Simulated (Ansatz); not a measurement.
A run of Ansatz 0.2.0 is set up as follows.

input.yaml

```yaml
crystal:
  lattice:
    - [0.0, 2.7, 2.7]
    - [2.7, 0.0, 2.7]
    - [2.7, 2.7, 0.0]
  atoms:
    - { symbol: Gd, position: [0.0, 0.0, 0.0], spin: 7.0 }
    - { symbol: O, position: [0.75, 0.75, 0.75] }
hamiltonian:
  xc: pbesol
  pseudopotentials: { kind: paw }
magnetization:
  spin_polarized: true
kpoints:
  mp_grid: { grid: [8, 8, 8] }
scf:
  occupations: { method: fermi_dirac, width: 0.05 }
phonons:
  method: dfpt
  qmesh: [2, 2, 2]
  temperatures: { t_max: 1000, t_step: 100 }
  qpath:
    path:
      - [[0.0, 0.0, 0.0], [0.5, 0.0, 0.5], [0.5, 0.25, 0.75], [0.375, 0.375, 0.75], [0.0, 0.0, 0.0], [0.5, 0.5, 0.5], [0.625, 0.25, 0.625], [0.5, 0.25, 0.75], [0.5, 0.5, 0.5], [0.375, 0.375, 0.75]]
      - [[0.625, 0.25, 0.625], [0.5, 0.0, 0.5]]
    npoints: 8
```

Potentials or basis: Ansatz PAW.

Run with:

```sh
$ ansatz run input.yaml --threads 2 --pin off --max-ram 5632MiB --backend cpu --events-out ev --progress --plain --runs-dir out
```

What does it give for the highest phonon frequency?

283 cm⁻¹.

Estimate the absolute moment.

7.52 μB per cell.

Phonon frequencies in cm⁻¹ (negative: imaginary):
```tsv
q point	frequencies
(0.000, 0.000, 0.000)	0 0 0 149 149 149
(0.000, 0.000, -0.500)	73 73 114 246 246 249
(0.000, -0.500, -0.500)	95 95 100 252 252 283
```

Caveat: the q mesh is small, so phonon branches between its points and thermal values are rough; a cell with one magnetic atom can't hold antiferromagnetic order, which such compounds often take. The state reached can hang on the start; a lower one may exist.
